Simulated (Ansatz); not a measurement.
# AlBF3: the cost of one run

Method: the levels named in each step, in Ansatz 0.2.0.

**1. The system as given**

Bond lengths: F1–Al2 1.650 Å, Al2–B3 2.071 Å, B3–F4 1.342 Å, B3–F5 1.341 Å. Angles: F1–Al2–B3 151.8°, Al2–B3–F4 113.2°, Al2–B3–F5 113.4°, F4–B3–F5 111.5°.

As a file:

```xyz
5

F     2.5589   -0.2758   -0.1993
Al    0.9613   -0.1364    0.1885
B    -1.0227    0.1566   -0.3264
F    -1.7997   -0.9049   -0.0620
F    -1.5426    1.2845    0.1792
```

**2. A rough first relaxation, PBE-D4/def2-SVP**

This run stands in another session on the same molecule. It ended at:

```xyz
5

F     2.3307   -0.2160   -0.5103
Al    1.0887   -0.1986    0.6334
B    -0.9657    0.1175   -0.0373
F    -1.7806   -0.9095   -0.2774
F    -1.5178    1.3307   -0.0284
```

**3. Relaxation, r2SCAN-D4/def2-TZVPP**

input.yaml

```yaml
crystal:
  periodic: [false, false, false]
  atoms:
    - { symbol: F, position_ang: [2.33066084, -0.21600392, -0.51034628] }
    - { symbol: Al, position_ang: [1.08869121, -0.19862898, 0.63344135] }
    - { symbol: B, position_ang: [-0.96571398, 0.11752287, -0.03725586] }
    - { symbol: F, position_ang: [-1.78062697, -0.9095304, -0.27744123] }
    - { symbol: F, position_ang: [-1.51777109, 1.33067044, -0.02835798] }
magnetization:
  spin_polarized: true
  initial_magnetization: 1
basis:
  gaussian: { orbitals: def2-TZVPP }
hamiltonian:
  xc: r2scan
  dispersion: d4
relax:
  f_tol: 0.002
  max_steps: 150
```

Run with:

```
$ ansatz run input.yaml --threads 4 --pin off --max-ram 10240MiB --backend cpu --events-out ev --progress --plain --runs-dir out
```

What time and memory should one allow on 4 threads of Intel Xeon at 2.70GHz, shared host?

About 24 s, with a peak of 0.38 GiB.
